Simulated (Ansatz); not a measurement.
VCrC2 in Ansatz: the effect of Hubbard term

VCrC2:

```
Cr V C
1.0
     1.46063    0.84330    4.73939
    -1.46063    0.84330    4.73939
     0.00000   -1.68659    4.73939
Cr V C
1 1 2
Cartesian
  0.0000 0.0000 7.1091
  0.0000 0.0000 0.0000
  0.0000 0.0000 3.5369
  0.0000 0.0000 10.6813
```

The cell comes from a database or a generator and needn't be the stable form of this composition.

Alike in all runs:

- Program: Ansatz 0.2.0
- Task: band structure
- Functional: PBEsol
- Potentials or basis: Ansatz PAW
- Cutoff: 420 eV (not typed: the program's choice for these potentials)
- k mesh: 11 × 11 × 11
- Occupations: fermi-dirac, width 0.05 eV
- Spin: collinear spin, ferromagnetic start
- Starting moments: [3.0, 2.0, 0.0, 0.0] μB
- Path: [["G", "L", "B1"], ["B", "Z", "G", "X"], ["Q", "F", "P1", "Z"], ["L", "P"]]
- Points for each segment of the path: 14
- Hubbard projectors: ortho-atomic (the default)
- Double counting: fll (the default)

Problem. One run gave: pressure -3.7 GPa; moment 1.53 μB; largest force 0.14 eV/Å. Which Hubbard term did it use?
A. Cr d U = 2 eV, V d U = 2 eV
B. Cr d U = 3 eV, V d U = 3 eV
C. Cr d U = 1 eV, V d U = 1 eV

Solution. C.

```csv
Hubbard term,pressure (GPa),moment (μB),largest force (eV/Å)
"Cr d U = 1 eV, V d U = 1 eV",-3.7,1.53,0.14
"Cr d U = 2 eV, V d U = 2 eV",0.5,1.70,0.40
"Cr d U = 3 eV, V d U = 3 eV",5.1,2.52,0.78
```

Caveats: the magnetic or orbital state may not be the lowest; the PAW data sets come from PBE, with cores solved anew for the run's functional, which leaves a small shift of forces and pressure; the U is typed as a test and isn't derived for this compound; the starting moments weren't kept (some runs).
